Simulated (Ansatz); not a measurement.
# KB3H8: the cost of one run

Program: Ansatz 0.2.0. Level of theory: DFT, PBE, plane-wave PAW, default files, scalar-relativistic, as far as a step names no other. These are calculated values, not measurements.

## (1) The system as given

The structure is orthorhombic, space group Cmcm (No. 63). The conventional cell has a = 7.426 Å, b = 8.081 Å, c = 8.196 Å, α = 90.00°, β = 90.00°, γ = 90.00°. K (site symmetry m2m) is surrounded by 18 H at 2.91 to 3.29 Å and 5 B at 3.23 to 3.39 Å. B (site symmetry m) has 3 H at 1.21 to 1.27 Å as nearest neighbours. Around B (site symmetry m2m) lie 2 H at 1.21 Å. H (site symmetry 1) is surrounded by 1 B at 1.21 Å. H (site symmetry m) has 1 B at 1.27 Å as nearest neighbours. H (site symmetry m) is surrounded by 1 B at 1.21 Å.

As a file:

```cif
data_structure
_symmetry_space_group_name_H-M 'P 1'
_symmetry_Int_Tables_number 1
_cell_length_a 5.4873
_cell_length_b 5.4873
_cell_length_c 8.1959
_cell_angle_alpha 90.000
_cell_angle_beta 90.000
_cell_angle_gamma 94.839
_cell_volume 245.90
loop_
_atom_site_label
_atom_site_type_symbol
_atom_site_fract_x
_atom_site_fract_y
_atom_site_fract_z
_atom_site_occupancy
K1 K 0.66998 0.33002 0.75000 1
K2 K 0.33002 0.66998 0.25000 1
B1 B 0.27870 0.72130 0.64039 1
B2 B 0.72130 0.27870 0.14039 1
B3 B 0.72130 0.27870 0.35961 1
B4 B 0.27870 0.72130 0.85961 1
B5 B 0.08930 0.91070 0.75000 1
B6 B 0.91070 0.08930 0.25000 1
H1 H 0.20131 0.52231 0.58919 1
H2 H 0.79869 0.47769 0.08919 1
H3 H 0.52231 0.20131 0.41081 1
H4 H 0.47769 0.79869 0.91081 1
H5 H 0.79869 0.47769 0.41081 1
H6 H 0.20131 0.52231 0.91081 1
H7 H 0.47769 0.79869 0.58919 1
H8 H 0.52231 0.20131 0.08919 1
H9 H 0.13560 0.86440 0.57686 1
H10 H 0.86440 0.13560 0.07686 1
H11 H 0.86440 0.13560 0.42314 1
H12 H 0.13560 0.86440 0.92314 1
H13 H 0.87107 0.85507 0.75000 1
H14 H 0.12893 0.14493 0.25000 1
H15 H 0.85507 0.87107 0.25000 1
H16 H 0.14493 0.12893 0.75000 1
```

## (2) Gradients at the starting positions

Input file input.yaml:

```yaml
crystal:
  lattice:
    - [3.712815, -4.04043, 0.0]
    - [3.712815, 4.04043, 0.0]
    - [0.0, 0.0, 8.19595]
  atoms:
    - { symbol: K, position: [0.66998, 0.33002, 0.75] }
    - { symbol: K, position: [0.33002, 0.66998, 0.25] }
    - { symbol: B, position: [0.2787, 0.7213, 0.64039] }
    - { symbol: B, position: [0.7213, 0.2787, 0.14039] }
    - { symbol: B, position: [0.7213, 0.2787, 0.35961] }
    - { symbol: B, position: [0.2787, 0.7213, 0.85961] }
    - { symbol: B, position: [0.0893, 0.9107, 0.75] }
    - { symbol: B, position: [0.9107, 0.0893, 0.25] }
    - { symbol: H, position: [0.20131, 0.52231, 0.58919] }
    - { symbol: H, position: [0.79869, 0.47769, 0.08919] }
    - { symbol: H, position: [0.52231, 0.20131, 0.41081] }
    - { symbol: H, position: [0.47769, 0.79869, 0.91081] }
    - { symbol: H, position: [0.79869, 0.47769, 0.41081] }
    - { symbol: H, position: [0.20131, 0.52231, 0.91081] }
    - { symbol: H, position: [0.47769, 0.79869, 0.58919] }
    - { symbol: H, position: [0.52231, 0.20131, 0.08919] }
    - { symbol: H, position: [0.1356, 0.8644, 0.57686] }
    - { symbol: H, position: [0.8644, 0.1356, 0.07686] }
    - { symbol: H, position: [0.8644, 0.1356, 0.42314] }
    - { symbol: H, position: [0.1356, 0.8644, 0.92314] }
    - { symbol: H, position: [0.87107, 0.85507, 0.75] }
    - { symbol: H, position: [0.12893, 0.14493, 0.25] }
    - { symbol: H, position: [0.85507, 0.87107, 0.25] }
    - { symbol: H, position: [0.14493, 0.12893, 0.75] }
kpoints:
  mp_grid: { grid: [6, 6, 4] }
scf:
  occupations: { method: fermi_dirac, width: 0.05 }
hamiltonian:
  xc: pbe
  pseudopotentials: { kind: paw }
output:
  forces: true
  stress: true
  populations: true
  efg:
    quadrupole_moments_barn: { K: 0.0603, B: 0.04059, H: 0.00285783 }
    contact_densities: true
```

Launch:

```sh
$ ansatz run input.yaml --threads 1 --pin off --max-ram 2560MiB --backend cpu --events-out ev --progress --plain --runs-dir out
```

**Question.** How long does this run take on 1 thread of Arm Neoverse V2, shared host, and how much memory does it need?

About 30 s, with a peak of 0.65 GiB.
